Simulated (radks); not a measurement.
# Ionisation of Ni²⁺: one atom, several choices of functional

One table from this session's results is given with a row withheld; the runs are named, their logs left out.

The numbers are computed with radks (a radial shooting solver on a logarithmic mesh, Libxc functionals) version 1 (non-relativistic Kohn-Sham, spin-polarised, spherical densities, point nucleus; open shells are filled with parallel spins first), except any that are marked as measured or tabulated.

### What is computed

```
element       : nickel (Z = 28)
charge        : +2
electrons     : 26
configuration : [Ar] 3d8
ion           : Ni³⁺, [Ar] 3d7
choices       : OLYP; TASK exchange with Perdew-Wang LDA correlation; exchange-only B88; revPBE; PBE; Wu-Cohen GGA
```

The outer shells:

Ni²⁺
```
[Ar] core
3d [↑↓][↑↓][↑↓][↑ ][↑ ]
```

Ni³⁺
```
[Ar] core
3d [↑↓][↑↓][↑ ][↑ ][↑ ]
```

Set-up of the first run:

Input:

```text
Z 28
configuration [Ar] 3d8
relativity non-relativistic
functional optx,lyp
spin polarised
nucleus point
```

The run is started by

```bash
> python run_ks.py task.json out
```

This one command runs every case of the session in turn.

Steps of the session up to this table: OLYP: Ni²⁺; OLYP: Ni³⁺; TASK exchange with Perdew-Wang LDA correlation: Ni²⁺; TASK exchange with Perdew-Wang LDA correlation: Ni³⁺; exchange-only B88: Ni²⁺; exchange-only B88: Ni³⁺; revPBE: Ni²⁺; revPBE: Ni³⁺; PBE: Ni²⁺; PBE: Ni³⁺; Wu-Cohen GGA: Ni²⁺; Wu-Cohen GGA: Ni³⁺.

One table of the session follows, with a row left open; its other results are not shown here.

```
                                    functional  Δ-SCF (eV)  −ε(HOMO) (eV)  <r> HOMO (bohr)
                                          OLYP      36.113         27.329           0.9745
TASK exchange with Perdew-Wang LDA correlation      35.092         26.428           0.9586
                             exchange-only B88      34.874         26.228           0.9832
                                        revPBE      36.036         27.284           0.9762
                                           PBE      36.169         27.419           0.9769
                                  Wu-Cohen GGA           ?              ?                ?
```

Q: Estimate the row for Wu-Cohen GGA from the others.

**Answer.** Δ-SCF (eV): 36.191; −ε(HOMO) (eV): 27.432; <r> HOMO (bohr): 0.9739. In the column «Δ-SCF (eV)» it is the highest.

Open shells are spherical and high-spin; term and fine-structure splittings are not resolved.
